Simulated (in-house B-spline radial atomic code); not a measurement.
# Sm²⁺ in a hard spherical wall

Wanted: the cost of confining Sm²⁺, radius by radius. More than one configuration is followed.

Method: Dirac-Coulomb LDA (Slater, VWN5), spherical fractional occupations, Fermi nucleus, basis-set limit. Code: in-house B-spline radial atomic code version 1.

### Step 1. The atom as given

| Quantity | Value |
| --- | --- |
| element | samarium (Z = 62) |
| charge | +2 |
| electrons | 60 |
| configuration | [Xe] 4f6 |
| Hamiltonian | Dirac-Coulomb |
| nucleus | Fermi, rms radius 5.082 fm |

The outer shells:

[Xe] 4f6
```
[Xe] core
4f [↑ ][↑ ][↑ ][↑ ][↑ ][↑ ][  ]
```

The boxes only draw the filling; these runs are spin-restricted and spherical.

Settings, as recorded:

```ini
Z = 62
electrons = 60.0
configuration = [Xe] 4f6
hamiltonian = dirac
method = lda,vwn
spin_polarised = False
nucleus = fermi
rms_radius = 5.0819
mass_number = 152
atomic_mass = 151.919738646
speed_of_light = 137.035999084
```

The reference is known from an earlier run: -10425.979658 hartree in all. Up to eight levels, counted from the top:

```tsv
orbital	occupation	energy (eV)	<r> (bohr)
4p3/2	4	-251.98	0.6228
4d3/2	4	-144.66	0.6653
4d5/2	6	-139.86	0.6758
5s1/2	2	-56.797	1.407
5p1/2	2	-39.254	1.584
5p3/2	4	-35.634	1.677
4f5/2	2.57143	-16.302	0.9820
4f7/2	3.42857	-15.754	0.9982
```

### Step 2. Wall at 4.23 bohr, configuration [Xe] 4f6

Settings, as recorded:

```ini
Z = 62
electrons = 60.0
configuration = [Xe] 4f6
hamiltonian = dirac
method = lda,vwn
spin_polarised = False
nucleus = fermi
rms_radius = 5.0819
mass_number = 152
atomic_mass = 151.919738646
speed_of_light = 137.035999084
wall_radius = 4.23
```

### Step 3. Wall at 2.06 bohr, configuration [Xe] 4f6

Settings: those of step 2 with these lines changed.

```diff
@@ -11,2 +11,2 @@
 speed_of_light = 137.035999084
-wall_radius = 4.23
+wall_radius = 2.06
```

### Step 4. Wall at 4.23 bohr, configuration [Kr] 4d10 4f6 5s2 5p5 5d1

Settings, as recorded:

```ini
Z = 62
electrons = 60.0
configuration = [Kr] 4d10 4f6 5s2 5p5 5d1
hamiltonian = dirac
method = lda,vwn
spin_polarised = False
nucleus = fermi
rms_radius = 5.0819
mass_number = 152
atomic_mass = 151.919738646
speed_of_light = 137.035999084
wall_radius = 4.23
```

### Step 5. Wall at 2.06 bohr, configuration [Kr] 4d10 4f6 5s2 5p5 5d1

Settings: those of step 4 with these lines changed.

```diff
@@ -11,2 +11,2 @@
 speed_of_light = 137.035999084
-wall_radius = 4.23
+wall_radius = 2.06
```

### Step 6. Wall at 4.23 bohr, configuration [Kr] 4d10 4f7 5s2 5p5

Settings, as recorded:

```ini
Z = 62
electrons = 60.0
configuration = [Kr] 4d10 4f7 5s2 5p5
hamiltonian = dirac
method = lda,vwn
spin_polarised = False
nucleus = fermi
rms_radius = 5.0819
mass_number = 152
atomic_mass = 151.919738646
speed_of_light = 137.035999084
wall_radius = 4.23
```

### Step 7. Wall at 2.06 bohr, configuration [Kr] 4d10 4f7 5s2 5p5

Settings: those of step 6 with these lines changed.

```diff
@@ -11,2 +11,2 @@
 speed_of_light = 137.035999084
-wall_radius = 4.23
+wall_radius = 2.06
```

Q: What do the energy and the highest level do as the wall closes in, and which configuration is lower at each radius?

As calculated:

| configuration | radius (bohr) | energy above the free system (eV) | highest level (eV) |
| --- | --- | --- | --- |
| [Xe] 4f6 | 4.23 | 0.969 | -14.786 (4f7/2) |
| [Xe] 4f6 | 2.06 | 218.55 | 23.089 (4f7/2) |
| [Kr] 4d10 4f6 5s2 5p5 5d1 | 4.23 | 25.657 | -12.440 (5d5/2) |
| [Kr] 4d10 4f6 5s2 5p5 5d1 | 2.06 | 263.67 | 54.926 (5d5/2) |
| [Kr] 4d10 4f7 5s2 5p5 | 4.23 | 22.999 | -12.283 (4f7/2) |
| [Kr] 4d10 4f7 5s2 5p5 | 2.06 | 233.03 | 26.646 (4f7/2) |

**Reading.** For [Xe] 4f6 the energy above the free reference is 0.969 eV at 4.23 bohr and 218.55 eV at 2.06 bohr. Its highest level passes zero between 4.23 and 2.06 bohr; in smaller spheres the level is positive, pushed up by confinement, and the wall keeps the electron in. Of [Xe] 4f6 and [Kr] 4d10 4f6 5s2 5p5 5d1, the first stays lower at every radius that both share. At 2.06 bohr the lowest of all 3 is [Xe] 4f6. A hard wall is a crude model of an atom's surroundings.
